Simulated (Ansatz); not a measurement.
**CH6F2O2Si2: small, medium and large basis sets**

One table from this session's results is given with a row withheld; the runs are named, their logs left out.

Method: one geometry, several basis sets; program: Ansatz 0.2.0, Gaussian basis.

Levels to be run: PBE0-D4/def2-SVP; ωB97M-V/def2-SVP; PBE0-D4/def2-QZVPP; ωB97M-V/def2-QZVPP; the functionals' def2-TZVPP values are taken from earlier runs.

## The relaxed structure

An earlier PBE0-D4 in a triple-zeta def2 set relaxation fixed the geometry.

SMILES `O[SiH](O)C[SiH](F)F`, 13 atoms, charge 0, spin multiplicity 1.

Atoms are counted from 1 here; the program's logs count them from 0.

Bond lengths: O1–Si2 1.635 Å, O1–H8 0.959 Å, Si2–O3 1.646 Å, Si2–C4 1.863 Å, Si2–H9 1.487 Å, O3–H10 0.959 Å, C4–Si5 1.838 Å, C4–H11 1.095 Å, C4–H12 1.096 Å, Si5–F6 1.590 Å, Si5–F7 1.599 Å, Si5–H13 1.475 Å. Angles: Si2–O1–H8 117.6°, O1–Si2–O3 107.7°, O1–Si2–C4 106.1°, O1–Si2–H9 112.1°, O3–Si2–C4 111.8°, O3–Si2–H9 108.7°, C4–Si2–H9 110.3°, Si2–O3–H10 117.2°, Si2–C4–Si5 113.5°, Si2–C4–H11 109.3°, Si2–C4–H12 108.5°, Si5–C4–H11 109.5°, Si5–C4–H12 108.5°, H11–C4–H12 107.3°, C4–Si5–F6 111.1°, C4–Si5–F7 109.1°, C4–Si5–H13 115.0°, F6–Si5–F7 105.9° and more.

The first run:

Contents of in.yaml:

```yaml
crystal:
  periodic: [false, false, false]
  atoms:
    - {symbol: O, position_ang: [-1.032357, 0.349896, 2.313891]}
    - {symbol: Si, position_ang: [-0.537575, -0.471584, 0.989423]}
    - {symbol: O, position_ang: [0.973894, -1.049281, 1.293072]}
    - {symbol: C, position_ang: [-0.541366, 0.755631, -0.412521]}
    - {symbol: Si, position_ang: [0.785396, 0.459243, -1.649214]}
    - {symbol: F, position_ang: [0.390599, 1.062950, -3.066557]}
    - {symbol: F, position_ang: [0.950673, -1.115248, -1.873418]}
    - {symbol: H, position_ang: [-0.985960, -0.100678, 3.158635]}
    - {symbol: H, position_ang: [-1.432589, -1.617234, 0.675446]}
    - {symbol: H, position_ang: [1.267988, -1.801273, 0.775582]}
    - {symbol: H, position_ang: [-1.516985, 0.734046, -0.909785]}
    - {symbol: H, position_ang: [-0.409703, 1.760308, 0.004918]}
    - {symbol: H, position_ang: [2.108481, 0.998524, -1.284674]}
basis:
  gaussian: {orbitals: def2-SVP}
hamiltonian: {xc: pbe0, dispersion: d4}
output: {orbitals: {seedname: orbitals}}
```

Steps of the session up to this table: PBE0-D4 in def2-SVP; ωB97M-V in def2-SVP; PBE0-D4 in def2-QZVPP; ωB97M-V in def2-QZVPP.

One of the session's tables, all rows but one given; the rest of the session is left out.

It belongs to the step «Density functionals: the series». 

```
functional       basis  HOMO (eV)  LUMO (eV)
   PBE0-D4    def2-SVP      -8.47       1.04
   PBE0-D4  def2-TZVPP      -8.62       0.49
   PBE0-D4  def2-QZVPP      -8.65       0.18
   ωB97M-V    def2-SVP          ?          ?
   ωB97M-V  def2-TZVPP     -10.89       2.05
   ωB97M-V  def2-QZVPP     -10.93       1.38
```

Estimate the missing values for ωB97M-V, def2-SVP.

As computed: HOMO (eV): -10.72; LUMO (eV): 2.92. In the column «HOMO (eV)» it lies between ωB97M-V, def2-TZVPP (-10.89) and PBE0-D4, def2-QZVPP (-8.65).
